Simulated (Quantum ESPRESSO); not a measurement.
Crystal: SiF.

```
Si F
1.0
     3.02860    0.00000    0.00000
     0.00000    3.02860    0.00000
     0.00000    0.00000    3.02860
Si F
1 1
Direct
  0.50000 0.50000 0.50000
  0.00000 0.00000 0.00000
```

The cell was built by a generator and needn't be a form met in nature.

```yaml
Program: Quantum ESPRESSO 7.5
Task: phonon dispersion
Functional: PBE
Potentials_or_basis: PseudoDojo 0.4.1 SR PBE standard
Cutoff: 1143 eV
Density_cutoff: 4572 eV
k_mesh: 6 × 6 × 6, shifted
Occupations: fermi-dirac, width 0.05 eV
Spin: no spin polarisation
Mixing_beta: 0.5
Most_SCF_iterations: 120
SCF_threshold: 4e-10 Ry
q_mesh: 3 × 3 × 3
```

The cell and the atoms were relaxed first, to 13.86 Å³/atom (a = 3.026 Å, b = 3.026 Å, c = 3.026 Å, α = 90.00°, β = 90.00°, γ = 90.00°), and the response was taken there.

Task: Is this structure dynamically stable at this level, and how far does the spectrum reach?

Result: No: the interpolated spectrum has imaginary modes, down to 314i cm⁻¹ near R. The highest frequency is 207 cm⁻¹.

Phonon frequencies at the corners of the path (cm⁻¹, interpolated; i marks imaginary ones):
| point | frequencies |
| --- | --- |
| Γ | 146i 146i 146i 0 0 0 |
| X | 289i 247i 247i 132i 132i 104i |
| M | 204i 204i 132i 166 166 207 |
| R | 314i 314i 314i 238i 238i 238i |

Phonon states per cell in windows of 25 cm⁻¹ (negative: imaginary):
```
from (cm⁻¹)  total    Si     F
       -325   0.00  0.00  0.00
       -300   0.04  0.00  0.04
       -275   0.14  0.01  0.13
       -250   0.39  0.08  0.31
       -225   0.94  0.39  0.55
       -200   1.10  0.61  0.49
       -175   0.90  0.53  0.36
       -150   0.84  0.67  0.17
       -125   0.43  0.32  0.11
       -100   0.30  0.19  0.11
        -75   0.17  0.09  0.08
        -50   0.10  0.04  0.07
        -25   0.08  0.02  0.06
          0   0.07  0.01  0.06
         25   0.07  0.01  0.06
         50   0.08  0.01  0.07
         75   0.09  0.00  0.08
        100   0.12  0.00  0.11
        125   0.07  0.00  0.07
        150   0.03  0.00  0.03
        175   0.01  0.00  0.01
```

Caveat: the k mesh is coarse; the mesh is thin for the phonons of a metal; some modes are imaginary; an odd number of electrons without spin polarisation forces a metal; a magnetic or distorted state may lie lower.
